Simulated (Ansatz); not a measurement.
**CH7FO2Si2: a ladder of functionals and wavefunction methods**

One table from this session's results is given with a row withheld; the runs are named, their logs left out.

Method: functionals in def2-TZVPP, the program's frozen cores in correlated methods; program: Ansatz 0.2.0, Gaussian basis.

The runs, in order: PBE-D4, r2SCAN-D4, PBE0-D4, B3LYP-D4, ωB97X-V, ωB97M-V, B2PLYP; CCSD(T)/def2-TZVPP; MP2/def2-QZVPP; extrapolation to the limit.

## The geometry

All runs share one geometry, relaxed beforehand with PBE0-D4 in a triple-zeta def2 set.

SMILES `C[SiH](F)O[SiH2]O`, 13 atoms, charge 0, spin multiplicity 1.

Atoms are counted from 1 here; the program's logs count them from 0.

Bond lengths: C1–Si2 1.843 Å, C1–H7 1.093 Å, C1–H8 1.093 Å, C1–H9 1.092 Å, Si2–F3 1.606 Å, Si2–O4 1.625 Å, Si2–H10 1.480 Å, O4–Si5 1.639 Å, Si5–O6 1.637 Å, Si5–H11 1.476 Å, Si5–H12 1.484 Å, O6–H13 0.959 Å. Angles: Si2–C1–H7 110.8°, Si2–C1–H8 110.3°, Si2–C1–H9 110.8°, H7–C1–H8 108.2°, H7–C1–H9 108.5°, H8–C1–H9 108.2°, C1–Si2–F3 109.2°, C1–Si2–O4 110.4°, C1–Si2–H10 113.3°, F3–Si2–O4 107.3°, F3–Si2–H10 106.3°, O4–Si2–H10 110.2°, Si2–O4–Si5 141.3°, O4–Si5–O6 111.8°, O4–Si5–H11 108.9°, O4–Si5–H12 107.0°, O6–Si5–H11 105.9°, O6–Si5–H12 111.3° and more.

Set-up of the first run:

The input, in.yaml:

```yaml
crystal:
  periodic: [false, false, false]
  atoms:
    - {symbol: C, position_ang: [-0.056228, 1.968692, 1.361320]}
    - {symbol: Si, position_ang: [-0.660276, 0.752846, 0.114950]}
    - {symbol: F, position_ang: [-0.258162, 1.260596, -1.354633]}
    - {symbol: O, position_ang: [0.053048, -0.689425, 0.339978]}
    - {symbol: Si, position_ang: [0.570593, -2.002888, -0.491711]}
    - {symbol: O, position_ang: [-0.047540, -2.044124, -2.006953]}
    - {symbol: H, position_ang: [-0.513577, 2.947921, 1.201323]}
    - {symbol: H, position_ang: [-0.309040, 1.634877, 2.370677]}
    - {symbol: H, position_ang: [1.028896, 2.079492, 1.300249]}
    - {symbol: H, position_ang: [-2.132382, 0.599078, 0.112517]}
    - {symbol: H, position_ang: [0.076070, -3.220495, 0.181008]}
    - {symbol: H, position_ang: [2.053281, -1.945535, -0.516427]}
    - {symbol: H, position_ang: [0.195326, -1.341025, -2.612289]}
basis:
  gaussian: {orbitals: def2-TZVPP}
hamiltonian: {xc: pbe, dispersion: d4}
output: {forces: true, orbitals: {seedname: orbitals}}
```

Launch:

```sh
ansatz run in.yaml --threads 2 --pin off --events-out ev --progress --plain --max-ram 22528MiB --backend cuda --devices 0, --max-vram 18GiB
```

Among the steps run: PBE-D4 (GGA); r2SCAN-D4 (meta-GGA); PBE0-D4 (hybrid); B3LYP-D4 (hybrid); ωB97X-V (range-separated); ωB97M-V (range-separated); B2PLYP (double hybrid); CCSD(T) in def2-TZVPP; MP2 in def2-QZVPP.

One of the session's tables, all rows but one given; the rest of the session is left out.

```
            method  atomisation energy (eV)
            PBE-D4                   52.643
         r2SCAN-D4                   52.570
           PBE0-D4                   51.890
          B3LYP-D4                   52.320
           ωB97X-V                   52.697
           ωB97M-V                   52.679
            B2PLYP                   51.985
     HF/def2-TZVPP                        ?
    MP2/def2-TZVPP                   52.382
   CCSD/def2-TZVPP                   50.711
CCSD(T)/def2-TZVPP                   51.339
           MP2/CBS                   53.864
       CCSD(T)/CBS                   52.821
```

Q: Estimate the row for HF/def2-TZVPP from the others.

**Answer.** atomisation energy (eV): 39.316. In the column «atomisation energy (eV)» it is the lowest.
